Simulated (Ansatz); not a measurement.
FGeH3O, SMILES [OH][GeH2][F], energies of removing a hydrogen

Computed with the Python package of Ansatz (0.2.0).

At the Python prompt:
```pycon
>>> import ansatz
>>> def single_point(molecule, charge=0, unpaired=0):
...     calc = (
...         molecule.calculation()
...         .basis(gaussian='def2-SVP')
...         .functional('HF')
...     )
...     if charge:
...         calc = calc.charge(charge)
...     if unpaired:
...         calc = calc.spin('collinear', total=unpaired)
...     return calc.run(threads=1, backend='cpu').report['free_energy_ev']
...
>>> GEOMETRY = '''
... O    -1.12440   -0.67320   -0.53090
... Ge    0.33670    0.00240    0.16960
... F     1.28230   -1.33060    0.74380
... H    -1.58640    0.18890   -0.85020
... H     1.13460    0.77990   -0.92620
... H    -0.00070    0.96850    1.34770
... '''
>>> def without(molecule, index):
...     rest = ansatz.Crystal.molecule()
...     for i, site in enumerate(molecule.cartesian_sites):
...         if i != index:
...             rest = rest.atom(site.symbol, site.position_ang)
...     return rest
...
>>> geometry = ansatz.Crystal.molecule()
>>> for line in GEOMETRY.strip().splitlines():
...     symbol, *xyz = line.split()
...     geometry = geometry.atom(symbol, [float(v) for v in xyz])
...
>>> whole = single_point(geometry, 0)

>>> hydrogen = single_point(ansatz.Crystal.molecule().atom('H', (0, 0, 0)), 0, 1)
>>> print(f'E(molecule) = {whole:.5f} eV, E(H) = {hydrogen:.5f} eV')
E(molecule) = -61254.13400 eV, E(H) = -13.58606 eV
>>> for index in [3, 5]:
...     radical = single_point(without(geometry, index), 0, 1)
...     print(f'H{index}: homolysis {96.485332 * (radical + hydrogen - whole):.1f} kJ/mol')
...
H3: homolysis 337.6 kJ/mol
H5: homolysis 297.1 kJ/mol
```

Caveats:
- Total energies depend on the basis set; only differences at equal settings carry meaning.
- The geometry is a force-field or estimated start, not a minimum of this method, and the basis set is short of its limit. All parts are taken at fixed geometry, without zero-point energy.
- Hartree-Fock leaves correlation out, so bond, atomisation and ionisation energies come out well too low.
- Run time: 4.7 s on 1 thread of Arm Neoverse V2, with other jobs on the host, peak memory 0.22 GiB.

(Lines on the test bed's own set-up are left out of the output.)
